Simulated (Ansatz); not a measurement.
The system is Zn3Ge.

```xyz
4
Lattice="-1.9732 1.9732 3.9857 1.9732 -1.9732 3.9857 1.9732 1.9732 -3.9857" Properties=species:S:1:pos:R:3 pbc="T T T"
Ge    0.0000    0.0000    0.0000
Zn    0.0000    0.0000    3.9857
Zn    1.9732    0.0000    1.9929
Zn    0.0000    1.9732    1.9929
```

The cell comes from a database or a generator and needn't be the stable form of this composition.

| Property | Result |
| --- | --- |
| Program | Ansatz 0.2.0 |
| Task | relaxation of cell and atoms |
| Functional | RPBE |
| Potentials or basis | Ansatz PAW |
| Cutoff | 420 eV (not typed: the program's choice for these potentials) |
| k mesh | 10 × 10 × 10 |
| Occupations | fermi-dirac, width 0.05 eV |
| Spin | no spin polarisation |

At the start: volume 15.52 Å³/atom.

Task: Where does the relaxation end?

Result: It ends after 5 steps and the volume is 17.05 Å³/atom (+9.9 %); space group I4/mmm (No. 139, to 0.05 Å).

The path:
| step | energy change (eV) | largest force (eV/Å) | volume (Å³) |
| --- | --- | --- | --- |
| 1 | 0.0000 | 0.0000 | 62.08 |
| 2 | -0.1148 | 0.0000 | 67.33 |
| 3 | -0.1170 | 0.0000 | 68.08 |
| 4 | -0.1169 | 0.0000 | 68.21 |
| 5 | -0.1221 | 0.0000 | 68.21 |

Final structure:
```cif
data_structure
_symmetry_space_group_name_H-M 'P 1'
_symmetry_Int_Tables_number 1
_cell_length_a 4.9883
_cell_length_b 4.9883
_cell_length_c 4.9883
_cell_angle_alpha 131.485
_cell_angle_beta 131.485
_cell_angle_gamma 71.043
_cell_volume 68.21
loop_
_atom_site_label
_atom_site_type_symbol
_atom_site_fract_x
_atom_site_fract_y
_atom_site_fract_z
_atom_site_occupancy
Ge1 Ge 0.00000 0.00000 0.00000 1
Zn1 Zn 0.50000 0.50000 0.00000 1
Zn2 Zn 0.25000 0.75000 0.50000 1
Zn3 Zn 0.75000 0.25000 0.50000 1
```

Caveat: the plane-wave basis is chosen anew once the cell has moved, so the energies of steps on either side of that aren't comparable; the PAW data sets come from PBE, with cores solved anew for the run's functional, which leaves a small shift of forces and pressure.
